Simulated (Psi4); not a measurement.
**A workflow on GaNH3 (SMILES [NH2][GaH])**

Wanted: a structure relaxation (UB3LYP-D3(BJ)/def2-TZVP), then vibrational wavenumbers of GaNH3. 

The results are computed with Psi4 1.11.

**1. The system as given**

GaNH3: 5 atoms, total charge 0, spin state doublet. SMILES: `[NH2][GaH]`. The coordinates come from a PBE0-D4/def2-TZVP relaxation. This is one conformer, not always the lowest. The run starts from this shape.

Bond lengths: N1–Ga2 1.825 Å, N1–H3 1.008 Å, N1–H4 1.006 Å, Ga2–H5 1.594 Å. Angles: N1–Ga2–H5 116.9°, Ga2–N1–H3 123.8°, Ga2–N1–H4 124.3°, H3–N1–H4 111.9°.

**2. A structure relaxation at UB3LYP-D3(BJ)/def2-TZVP (density fitting) (run 1)**

The input, input.in:

```
memory 1600 MB

molecule {
  0 2
  N     -0.40043297    -1.29257267     0.12226528
  Ga     1.54107165     1.47946658     0.78801579
  H     -1.78919269    -1.32526493    -1.18126780
  H     -0.21769645    -2.96554721     1.00533430
  H      0.96035882     3.96445644    -0.81277121
  units au
}

set {
  basis def2-TZVP
  reference uks
  geom_maxiter 60
}

energy_value, wavefunction = optimize('b3lyp-d3bj', return_wfn=True)
print_variables()
```

Run with:

```bash
$ psi4 input.in input.out -n 1
```

input.out:

```text
Psi4 1.11 release

gradient() will perform analytic gradient computation.

   => Loading Basis Set <=

    Name: DEF2-TZVP
    Role: ORBITAL
    Keyword: BASIS

   => B3LYP-D3(BJ): Empirical Dispersion <=

        s6 =       1.000000
        s8 =       1.988900
        a1 =       0.398100
        a2 =       4.421100

         ---------------------------------------------------------
                                   SCF
                              UKS Reference
                        1 Threads,   1525 MiB Core
         ---------------------------------------------------------

  ==> Geometry <==

    Molecular point group: c1
    Full point group: C1

    Geometry (in Bohr), charge = 0, multiplicity = 2:

       Center              X                  Y                   Z               Mass
    ------------   -----------------  -----------------  -----------------  -----------------
         N           -1.558720075679    -2.264557767917    -0.517975903059    14.003074004430
         GA           0.382784544321     0.507481482083     0.147774606941    68.925573500000
         H           -2.947479795679    -2.297250027917    -1.821508983059     1.007825032230
         H           -1.375983555679    -3.937532307917     0.365093116941     1.007825032230
         H           -0.197928285679     2.992471342083    -1.453012393059     1.007825032230

  Running in c1 symmetry.

  Rotational constants: A =      5.00857  B =      0.34756  C =      0.32501 [cm^-1]
  Rotational constants: A = 150153.08490  B =  10419.73454  C =   9743.58768 [MHz]
  Nuclear repulsion =   95.419926978700360

  Charge       = 0
  Multiplicity = 2
  Electrons    = 41
  Nalpha       = 21
  Nbeta        = 20

  ==> Algorithm <==

  SCF Algorithm Type is DF.
  DIIS enabled.
  MOM disabled.
  Fractional occupation disabled.
  Guess Type is SAD.
  Energy threshold   = 1.00e-08
  Density threshold  = 1.00e-08
  Integral threshold = 1.00e-12

  ==> Primary Basis <==

  Basis Set: DEF2-TZVP
    Blend: DEF2-TZVP
    Number of shells: 39
    Number of basis functions: 97
    Number of Cartesian functions: 109
    Spherical Harmonics?: true
    Max angular momentum: 3

  ==> DFT Potential <==

   => LibXC <=

    Version 7.1.2

   => Composite Functional: B3LYP-D3BJ2B <=

    B3LYP-d3bj2b Hyb-GGA Exchange-Correlation Functional

    Deriv               =              1
    GGA                 =           TRUE
    Meta                =          FALSE

    Exchange Hybrid     =           TRUE
    MP2 Hybrid          =          FALSE

   => Exchange Functionals <=

    0.0800   Slater exchange
    0.7200         Becke 88

   => Exact (HF) Exchange <=

    0.2000               HF

   => Correlation Functionals <=

    0.1900   Vosko, Wilk & Nusair (VWN5_RPA)
    0.8100   Lee, Yang & Parr

   => LibXC Density Thresholds  <==

    XC_HYB_GGA_XC_B3LYP:  1.00E-15

   => Molecular Quadrature <=

    Radial Scheme          =       TREUTLER
    Pruning Scheme         =           NONE
    Nuclear Scheme         =       TREUTLER

    Blocking Scheme        =         OCTREE
    BS radius alpha        =              1
    Pruning alpha          =              1
    Radial Points          =             75
    Spherical Points       =            302
    Total Points           =         109073
    Total Blocks           =            878
    Max Points             =            256
    Max Functions          =             97
    Weights Tolerance      =       1.00E-15

   => Loading Basis Set <=

    Name: (DEF2-TZVP AUX)
    Role: JKFIT
    Keyword: DF_BASIS_SCF

  ==> Integral Setup <==

  DFHelper Memory: AOs need 0.031 GiB; user supplied 0.863 GiB.
  SCF_SUBTYPE=INCORE selected. In-core MEM_DF algorithm will be used.
  Using in-core AOs.

  ==> MemDFJK: Density-Fitted J/K Matrices <==

    J tasked:                   Yes
    K tasked:                   Yes
    wK tasked:                   No
    Memory [MiB]:               883
    Algorithm:                 Core
    Schwarz Cutoff:           1E-12
    Mask sparsity (%):       0.2551
    Fitting Condition:        1E-10

   => Auxiliary Basis Set <=

  Basis Set: (DEF2-TZVP AUX)
    Blend: DEF2-UNIVERSAL-JKFIT
    Number of shells: 103
    Number of basis functions: 397
    Number of Cartesian functions: 524
    Spherical Harmonics?: true
    Max angular momentum: 5

  Cached 100.0% of DFT collocation blocks in 0.255 [GiB].

  Minimum eigenvalue in the overlap matrix is 4.5047192700E-03.
  Reciprocal condition number of the overlap matrix is 7.4044021170E-04.
    Using symmetric orthogonalization.

  ==> Pre-Iterations <==

  SCF Guess: Superposition of Atomic Densities via on-the-fly atomic UHF (no occupation information).

   -------------------------
    Irrep   Nso     Nmo
   -------------------------
     A         97      97
   -------------------------
    Total      97      97
   -------------------------

  ==> Iterations <==

                           Total Energy        Delta E     RMS |[F,P]|

[... 2 lines left out ...]
   @DF-UKS iter   2: -1929.49748076981928    4.98639e+01   1.09193e-01 ADIIS
[... 2 lines left out ...]
   @DF-UKS iter   5: -1981.32379732292998    8.01092e-02   5.52797e-03 ADIIS/DIIS
[... 2 lines left out ...]
   @DF-UKS iter   8: -1981.46350037620687   -2.38884e-05   8.76236e-06 DIIS
[... 2 lines left out ...]
   @DF-UKS iter  11: -1981.46350116752706   -1.28712e-08   3.19368e-07 DIIS
[... 2 lines left out ...]
   @DF-UKS iter  14: -1981.46350116905455   -3.41061e-12   3.97284e-09 DIIS
[... 10 lines left out ...]
   @S^2 Expected:                7.500000000E-01
[... 2 lines left out ...]
   @S   Observed:                5.000000000E-01
[... 52 lines left out ...]
    Nuclear Repulsion Energy =             95.4199269787003601
[... 2 lines left out ...]
    DFT Exchange-Correlation Energy =     -66.9232996615635329
[... 2 lines left out ...]
    Total Energy =                      -1981.4635011690545525
[... 25 lines left out ...]
 Dipole Z            :          1.9455017           -1.9542468           -0.0087451
[... 123 lines left out ...]
	Measures of convergence in internal coordinates in au.
[... 87 lines left out ...]
    Weights Tolerance      =       1.00E-15
[... 59 lines left out ...]
   @DF-UKS iter   1: -1981.46357844936847   -2.98721e-03   5.07408e-05 DIIS
[... 2 lines left out ...]
   @DF-UKS iter   4: -1981.46359184455468   -1.40363e-07   1.23554e-06 DIIS
[... 2 lines left out ...]
   @DF-UKS iter   7: -1981.46359186021436   -5.77757e-10   7.83122e-08 DIIS
[... 2 lines left out ...]
  Energy and wave function converged.
[... 10 lines left out ...]
   @S^2 Observed:                7.529733661E-01
[... 3 lines left out ...]
    Final Occupation by Irrep:
[... 11 lines left out ...]
    One-Electron Energy =               -2949.4352059741640915
[... 2 lines left out ...]
    Empirical Dispersion Energy =          -0.0040665465545004
[... 25 lines left out ...]
 Dipole X            :          3.4398032           -3.5919594           -0.1521563
[... 44 lines left out ...]
    Weights Tolerance      =       1.00E-15
[... 54 lines left out ...]
	   Step    Total Energy     Delta E     Max Force     RMS Force      Max Disp      RMS Disp
[... 91 lines left out ...]
                           Total Energy        Delta E     RMS |[F,P]|
[... 3 lines left out ...]
   @DF-UKS iter   2: -1981.46359396458752    2.32651e-07   9.43762e-06 DIIS
[... 2 lines left out ...]
   @DF-UKS iter   5: -1981.46359433664588   -2.49429e-10   9.13085e-08 DIIS
[... 2 lines left out ...]
   @DF-UKS iter   8: -1981.46359433669613   -1.36424e-12   3.05305e-09 DIIS
[... 10 lines left out ...]
   @S^2 Expected:                7.500000000E-01
[... 2 lines left out ...]
   @S   Observed:                5.000000000E-01
[... 12 lines left out ...]
    Nuclear Repulsion Energy =             94.8086613628597661
[... 2 lines left out ...]
    DFT Exchange-Correlation Energy =     -66.9183462099726256
[... 2 lines left out ...]
    Total Energy =                      -1981.4635943366961328
[... 25 lines left out ...]
 Dipole Z            :          1.9820077           -1.9795612            0.0024465
[... 92 lines left out ...]
	Measures of convergence in internal coordinates in au.
[... 76 lines left out ...]
    Weights Tolerance      =       1.00E-15
[... 22 lines left out ...]
   @DF-UKS iter   1: -1981.46359462509463   -5.97153e-06   8.42100e-07 DIIS
[... 2 lines left out ...]
   @DF-UKS iter   4: -1981.46359463031808   -5.50244e-11   7.68038e-08 DIIS
[... 2 lines left out ...]
   @DF-UKS iter   7: -1981.46359463034059    9.09495e-13   2.76283e-09 DIIS
[... 10 lines left out ...]
   @S^2 Expected:                7.500000000E-01
[... 2 lines left out ...]
   @S   Observed:                5.000000000E-01
[... 52 lines left out ...]
    Nuclear Repulsion Energy =             94.8081639621317009
[... 2 lines left out ...]
    DFT Exchange-Correlation Energy =     -66.9183618786736503
[... 2 lines left out ...]
    Total Energy =                      -1981.4635946303405944
[... 25 lines left out ...]
 Dipole Z            :          1.9863735           -1.9829643            0.0034092
[... 25 lines left out ...]
  Nuclear repulsion =   94.808163962131701

   => Molecular Quadrature <=

    Radial Scheme          =       TREUTLER
    Pruning Scheme         =           NONE
    Nuclear Scheme         =       TREUTLER

    Blocking Scheme        =         OCTREE
    BS radius alpha        =              1
    Pruning alpha          =              1
    Radial Points          =             75
    Spherical Points       =            302
    Total Points           =         109106
    Total Blocks           =            876
    Max Points             =            256
    Max Functions          =             97
    Weights Tolerance      =       1.00E-15

  -Total Gradient:
     Atom            X                  Y                   Z
    ------   -----------------  -----------------  -----------------
       1       -0.000027596744     0.000036373555    -0.000040027773
       2        0.000010326137    -0.000017779556     0.000016805996
       3       -0.000003592405    -0.000032128170     0.000009527836
       4        0.000022803001     0.000005737868     0.000018697503
       5        0.000009473220     0.000010535445     0.000004634542

	total time  =          3 seconds =       0.05 minutes

    			-----------------------------------------

    			 OPTKING 3.0: for geometry optimizations

    			        with contributions from

    			-----------------------------------------

	                            ===> Fragment 1 <==

	 Z (Atomic Numbers)          Masses                          Geom
	       7.000000            14.003074         -1.57355765 -2.27822192 -0.52685366
	      31.000000            68.925573          0.38651375  0.51059775  0.15017961
	       1.000000             1.007825         -2.96338875 -2.30660653 -1.83308478
	       1.000000             1.007825         -1.39356776 -3.95531224  0.35377870
	       1.000000             1.007825         -0.21331884  2.99633924 -1.47125038

	 - Coordinate -           - BOHR/RAD -       - ANG/DEG -
	 R(1,2)           =         3.475308           1.839054
	 R(1,3)           =         1.907531           1.009422
	 R(1,4)           =         1.902772           1.006904
[... 6 lines of this table left out ...]
	 D(4,1,2,5)       =        -3.141723        -180.007453

	        --- Internal Coordinate Step in ANG or DEG, aJ/ANG or AJ/DEG ---
	-------------------------------------------------------------------------------
	           Coordinate      Previous         Force          Change          New
	           ----------      --------        ------          ------        ------
	               R(1,2)       1.83905       -0.00004       -0.00000       1.83905
	               R(1,3)       1.00942        0.00000       -0.00001       1.00941
	               R(1,4)       1.00690       -0.00004       -0.00001       1.00689
[... 6 lines of this table left out ...]
	           D(4,1,2,5)    -180.00745        0.00000        0.00223    -180.00523
	-------------------------------------------------------------------------------

	                                 ==> Convergence Check <==

	Measures of convergence in internal coordinates in au.

	Criteria marked as inactive (o), active & met (*), and active & unmet ( ).

	----------------------------------------------------------------------------------------------
	   Step    Total Energy     Delta E     Max Force     RMS Force      Max Disp      RMS Disp
	----------------------------------------------------------------------------------------------
	  Convergence Criteria     1.00e-06 *    3.00e-04 *             o    1.20e-03 *             o
	----------------------------------------------------------------------------------------------
	     4   -1981.46359463   -2.94e-07 *    6.05e-05 *    2.83e-05 o    5.33e-04 *    2.79e-04 o  ~
	----------------------------------------------------------------------------------------------

Next Geometry in Ang
	Fragment 1 (Ang)

	    N  -0.8325158324  -1.2055748992  -0.2786731263
	   Ga   0.2047074672   0.2701877773   0.0796499155
	    H  -1.5678933915  -1.2200476084  -0.9699965809
	    H  -0.7376433400  -2.0932080656   0.1870979184
	    H  -0.1132970454   1.5851861054  -0.7787726953

    Final optimized geometry and variables:
    Molecular point group: c1
    Full point group: C1

    Geometry (in Bohr), charge = 0, multiplicity = 2:

    N           -1.573557653911    -2.278221916267    -0.526853664552
    GA           0.386513754304     0.510597752008     0.150179606715
    H           -2.963388752612    -2.306606530778    -1.833084778936
    H           -1.393567758437    -3.955312241140     0.353778695460
    H           -0.213318840119     2.996339244021    -1.471250383698

  Variable Map:
  ----------------------------------------------------------------------------
  "B3LYP-D3(BJ) DISPERSION CORRECTION ENERGY" =>      -0.004067583676
  "CURRENT ENERGY"                            =>   -1981.463594630341
  "CURRENT REFERENCE ENERGY"                  =>   -1981.463594630341
  "DD SOLVATION ENERGY"                       =>       0.000000000000
  "DFT FUNCTIONAL TOTAL ENERGY"               =>   -1981.459527046664
  "DFT TOTAL ENERGY"                          =>   -1981.463594630341
  "DFT VV10 ENERGY"                           =>       0.000000000000
  "DFT XC ENERGY"                             =>     -66.918361878674
  "DISPERSION CORRECTION ENERGY"              =>      -0.004067583676
  "GRID ELECTRONS ALPHA"                      =>      20.999997383357
  "GRID ELECTRONS BETA"                       =>      19.999998767807
  "GRID ELECTRONS TOTAL"                      =>      40.999996151164
  "NUCLEAR REPULSION ENERGY"                  =>      94.808163962132
  "ONE-ELECTRON ENERGY"                       =>   -2949.329701816066
  "OPTIMIZATION ITERATIONS"                   =>       4.000000000000
  "PCM POLARIZATION ENERGY"                   =>       0.000000000000
  "PE ENERGY"                                 =>       0.000000000000
  "SCF ITERATION ENERGY"                      =>   -1981.463594630341
  "SCF ITERATIONS"                            =>       7.000000000000
  "SCF TOTAL ENERGY"                          =>   -1981.463594630341
  "TWO-ELECTRON ENERGY"                       =>     939.980372685943
  "XC GRID RADIAL POINTS"                     =>      75.000000000000
  "XC GRID SPHERICAL POINTS"                  =>     302.000000000000
  "XC GRID TOTAL POINTS"                      =>  109106.000000000000

  Array Variable Map:
  ----------------------------------------------------------------------------
  "-D GRADIENT"                               =>      -0.000024735877 ... 0.000020337133 5 by 3
  "B3LYP-D3(BJ) DISPERSION CORRECTION GRADIENT" =>      -0.000024735877 ... 0.000020337133 5 by 3
  "CURRENT DIPOLE"                            =>      -0.147745988343 ... 0.003409180063 1 by 3
  "CURRENT GRADIENT"                          =>      -0.000027596744 ... 0.000004634542 5 by 3
  "DFT TOTAL GRADIENT"                        =>      -0.000027596744 ... 0.000004634542 5 by 3
  "DISPERSION CORRECTION GRADIENT"            =>      -0.000024735877 ... 0.000020337133 5 by 3
  "SCF DIPOLE"                                =>      -0.147745988343 ... 0.003409180063 1 by 3
  "SCF TOTAL ENERGIES"                        =>   -1981.463588653567 ... -1981.463594630341 1 by 8
  "SCF TOTAL GRADIENT"                        =>      -0.000027596744 ... 0.000004634542 5 by 3

    Psi4 run time: 0:00:45.83

[set-up sections that repeat, and orbital energies of the middle runs, are left out above]
```

Standard output:

```text
Optimizer: Optimization complete!
```

It took 48 s on 1 thread of Intel Xeon Platinum 8259CL at 2.50GHz (Skylake/Cascade Lake), shared host; peak memory 0.58 GiB.

Step by step:

| step | energy from the first frame kept (eV) | largest force (eV/Å) |
| --- | --- | --- |
| 0 | 0.0000 | 0.2829 |
| 1 | -0.0025 | 0.0352 |
| 2 | -0.0025 | 0.0046 |
| 3 | -0.0025 | 0.0031 |

After the run. Bond lengths: N1–Ga2 1.839 Å, N1–H3 1.009 Å, N1–H4 1.007 Å, Ga2–H5 1.602 Å. Angles: N1–Ga2–H5 116.3°, Ga2–N1–H3 123.8°, Ga2–N1–H4 124.3°, H3–N1–H4 111.9°.

**3. Vibrational wavenumbers at UB3LYP-D3(BJ)/def2-TZVP (density fitting) (run 2)**

The input, gah3n.py:

```python
import psi4

psi4.set_memory(1600000000)
psi4.set_num_threads(1)
psi4.set_output_file('run.log', False)

molecule = psi4.geometry("""
0 2
N     -0.219752    -0.691231     0.060002
Ga     0.817473     0.784549     0.418273
H     -0.955219    -0.706251    -0.631226
H     -0.124505    -1.578709     0.526013
H      0.500056     2.099947    -0.439751
""")

psi4.set_options(dict(basis='def2-TZVP', reference='uks', t=298.15, rotational_symmetry_number=1))

e = psi4.frequency('b3lyp-d3bj2b')
print(f'b3lyp-d3bj2b energy: {e:.10f} Eh')
for k in ('ZPVE', 'ENTHALPY', 'GIBBS FREE ENERGY'):
    print(f'{k}: {psi4.variable(k):.8f} Eh')
```

Run with:

```bash
$ python gah3n.py
```

run.log (excerpt; [...] marks lines left out):

```text
[...]
  Running in c1 symmetry.
[...]
  Nuclear repulsion =   94.795053201660451
[...]
  Multiplicity = 2
[...]
  Nalpha       = 21
  Nbeta        = 20
[...]
    Number of basis functions: 97
[...]
   @DF-UKS iter   1: -1979.36351419091966   -1.45656e+00   3.42030e-02 ADIIS/DIIS
[...]
   @DF-UKS iter  14: -1981.46359361139525   -8.64020e-12   4.74324e-09 DIIS
[...]
   @S^2 Observed:                7.530052833E-01
[...]
  @DF-UKS Final Energy: -1981.46359361139525
   => Energetics <=
    Nuclear Repulsion Energy =             94.7980119447844345
    One-Electron Energy =               -2949.3102877533556239
    Two-Electron Energy =                 939.9706839858860121
    DFT Exchange-Correlation Energy =     -66.9179341634815756
    Empirical Dispersion Energy =          -0.0040676252282479
    VV10 Nonlocal Energy =                  0.0000000000000000
    Total Energy =                      -1981.4635936113952539
[...]
  -Total Gradient:
     Atom            X                  Y                   Z
    ------   -----------------  -----------------  -----------------
       1       -0.000183343226     0.000628366361    -0.000446170538
       2        0.000067646918    -0.000217603439     0.000155428760
       3       -0.000004543999     0.000048536322    -0.000024408472
       4        0.000177801956    -0.000632226225     0.000441442917
       5       -0.000046189485     0.000175760911    -0.000116650701
[...]
  ==> Harmonic Vibrational Analysis <==
[...]
  Freq [cm^-1]                 195.5427            469.9324            480.3718
[...]
  IR activ [km/mol]            189.5182             4.1785             22.8765
[...]
  Freq [cm^-1]                 662.7423            730.3555           1547.0859
[...]
  IR activ [km/mol]            72.1572             69.6730             18.6919
[...]
  Freq [cm^-1]                1757.8433           3547.8765           3660.1119
[...]
  IR activ [km/mol]            185.2448             8.2263             23.3955
[...]
  Total E_0, Enthalpy at 0 [K]                                                        -1981.43386030 [Eh]
[...]
  Total H, Enthalpy at  298.15 [K]                                                    -1981.42879416 [Eh]
[...]
  Total G, Gibbs energy at  298.15 [K]                                                -1981.45992884 [Eh]
[...]
```

On the terminal:

```text
Warning: used thermodynamics relations inappropriate for low-frequency modes: ['195.5427' '469.9324' '480.3718']
b3lyp-d3bj2b energy: -1981.4635946289 Eh
ZPVE: 0.02973433 Eh
ENTHALPY: -1981.42879416 Eh
GIBBS FREE ENERGY: -1981.45992884 Eh
```

It took 6 min on 1 thread of Intel Xeon Platinum 8259CL at 2.50GHz (Skylake/Cascade Lake), shared host; peak memory 0.6 GiB.

**4. Summary of results**

```
                                                                                 quantity             value
                                  run 1, UB3LYP-D3(BJ)/def2-TZVP: total energy at the end    -1981.46359 Eh
                                            run 1, UB3LYP-D3(BJ)/def2-TZVP: dipole moment            0.94 D
                       run 1, UB3LYP-D3(BJ)/def2-TZVP: HOMO energy (highest over α and β)          -5.44 eV
                        run 1, UB3LYP-D3(BJ)/def2-TZVP: LUMO energy (lowest over α and β)          -2.80 eV
                                        run 1, UB3LYP-D3(BJ)/def2-TZVP: dispersion energy     -10.68 kJ/mol
                                                     run 1, UB3LYP-D3(BJ)/def2-TZVP: ⟨S²⟩             0.753
                               run 2, UB3LYP-D3(BJ)/def2-TZVP: lowest harmonic wavenumber          196 cm⁻¹
                              run 2, UB3LYP-D3(BJ)/def2-TZVP: highest harmonic wavenumber         3660 cm⁻¹
                                        run 2, UB3LYP-D3(BJ)/def2-TZVP: zero-point energy       78.1 kJ/mol
run 2, UB3LYP-D3(BJ)/def2-TZVP: ideal-gas entropy at 298.15 K (symmetry number 1 as used)  65.5 cal/(mol K)
```

In words: The optimisation (run 1, UB3LYP-D3(BJ)/def2-TZVP) took 4 steps and changed the energy by -0.003 eV. All 9 modes (run 2, UB3LYP-D3(BJ)/def2-TZVP) are real, so the shape is a minimum at this level.
